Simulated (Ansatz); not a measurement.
Run this with the Python package of Ansatz (0.2.0) and show what comes out.

`run_walk.py`:
```python
"""Move one atom of AlPt step by step, each SCF seeded by the last."""

import warnings

import ansatz as az
from ase import Atoms
import numpy as np
from tabulate import tabulate


def main() -> None:
    warnings.simplefilter("ignore", az.DeckWarning)

    atoms = Atoms(
        ["Al", "Pt"],
        scaled_positions=[
            (0.0, 0.0, 0.0),
            (0.5, 0.5, 0.5),
        ],
        cell=[
            (3.091546, 0.0, 0.0),
            (0.0, 3.091546, 0.0),
            (0.0, 0.0, 3.091546),
        ],
        pbc=True,
    )
    structure = az.Crystal.from_ase(atoms)

    start = np.array(structure.resolved().sites[0].position)
    previous, rows = None, []
    for step in range(6):
        target = start + step * 0.005 * np.eye(3)[2]
        calc = structure.move(0, to=target).calculation()
        calc = calc.occupations("Fermi-Dirac")
        calc = calc.kpoints(7, shift=0.5)
        calc = calc.scf(extra_bands=12, lower_state_search="light", algorithm="direct_min")
        calc = calc.functional("lda")
        calc = calc.basis(24 * az.Ha)
        calc = calc.forces()
        session = calc.session()
        if previous is not None:
            session.seed_next_step(previous)
        previous = session.plan(retain="wavefunctions").execute()
        rep = previous.report
        shift = float(np.linalg.norm((target - start) @ np.array(rep["lattice"]["cell_ang"])))
        rows.append((step, shift, rep["lagrangian_ev"], float(np.linalg.norm(rep["forces_ev_ang"][0])), rep["n_iterations"], rep["n_symmetry_ops"]))
    rows = [(row[0], row[1], 1000 * (row[2] - rows[0][2]), *row[3:]) for row in rows]
    print(tabulate(rows, headers=["step", "moved A", "dE meV", "force on it eV/A", "iterations", "symmetry operations"], floatfmt=".4f", tablefmt="pipe"))


if __name__ == "__main__":
    main()
```

```console
$ python run_walk.py
|   step |   moved A |   dE meV |   force on it eV/A |   iterations |   symmetry operations |
|-------:|----------:|---------:|-------------------:|-------------:|----------------------:|
|      0 |    0.0000 |   0.0000 |             0.0000 |            4 |                    48 |
|      1 |    0.0155 |   0.3695 |             0.0478 |            4 |                     8 |
|      2 |    0.0309 |   1.4787 |             0.0957 |            4 |                     8 |
|      3 |    0.0464 |   3.3291 |             0.1438 |            4 |                     8 |
|      4 |    0.0618 |   5.9233 |             0.1920 |            4 |                     8 |
|      5 |    0.0773 |   9.2651 |             0.2406 |            4 |                     8 |
```

The settings weren't tested for convergence. The mesh is modest for a metal, so energies can be off by several to tens of meV an atom and pressures by half a GPa or more; differences at equal mesh fare better. Spin-orbit coupling, which matters for elements this heavy, is left out. The structure comes from a database of computed cells and needn't be a stable or known phase. The first step keeps the crystal's symmetry; the moved atom lowers it. Finished in 22 s on 1 thread of INTEL(R) XEON(R) PLATINUM 8581C CPU @ 2.10GHz (Emerald Rapids), with other jobs on the host, peak memory 0.48 GiB.

(Lines on the test bed's own set-up are left out of the output.)
